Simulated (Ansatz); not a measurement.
# SiC (3C silicon carbide): the cost of one run

Program: Ansatz 0.2.0. Level of theory: DFT PBE, scalar-relativistic, plane waves, PAW. These are calculated values, not measurements.

## 1. The starting structure

It takes space group F-43m (No. 216, cubic). Conventional cell: a = 4.360 Å, b = 4.360 Å, c = 4.360 Å, α = 90.00°, β = 90.00°, γ = 90.00°. Si (site symmetry -43m) is surrounded by 4 C at 1.89 Å. C (site symmetry -43m) is surrounded by 4 Si at 1.89 Å.

Structure file:

```cif
data_structure
_symmetry_space_group_name_H-M 'F-43m'
_symmetry_Int_Tables_number 216
_cell_length_a 4.3600
_cell_length_b 4.3600
_cell_length_c 4.3600
_cell_angle_alpha 90.000
_cell_angle_beta 90.000
_cell_angle_gamma 90.000
_cell_volume 82.88
loop_
_atom_site_label
_atom_site_type_symbol
_atom_site_symmetry_multiplicity
_atom_site_Wyckoff_symbol
_atom_site_fract_x
_atom_site_fract_y
_atom_site_fract_z
_atom_site_occupancy
Si1 Si 4 a 0.00000 0.00000 0.00000 1
C1 C 4 d 0.25000 0.25000 0.75000 1
```

## 2. Relaxing cell and atoms: SiC (3C silicon carbide), no spin

Contents of input.yaml:

```yaml
crystal:
  lattice:
    - [0.0, 2.18, 2.18]
    - [2.18, 0.0, 2.18]
    - [2.18, 2.18, 0.0]
  atoms:
    - { symbol: Si, position: [0.0, 0.0, 0.0] }
    - { symbol: C, position: [0.25, 0.25, 0.25] }
scf:
  occupations: { method: fixed }
output:
  forces: true
  stress: true
  eigenvalues: true
  write_density: true
  write_potential: true
  elf: true
  volumetric_format: npy
hamiltonian:
  xc: pbe
kpoints:
  mp_grid: { grid: [8, 8, 8] }
basis:
  ecutwfc: 560
relax:
  f_tol: 0.002
  max_steps: 60
  cell: { stress_tol: 0.02 }
```

Command:

```console
> ansatz run input.yaml --threads 4 --pin off --max-ram 8192MiB --backend cpu --events-out ev --progress --plain --runs-dir out
```

**Question.** How long does this run take on 4 threads of Intel Xeon Platinum 8259CL at 2.50GHz (Skylake/Cascade Lake), shared host, and how much memory does it need?

About 2.7 s, with a peak of 0.36 GiB.
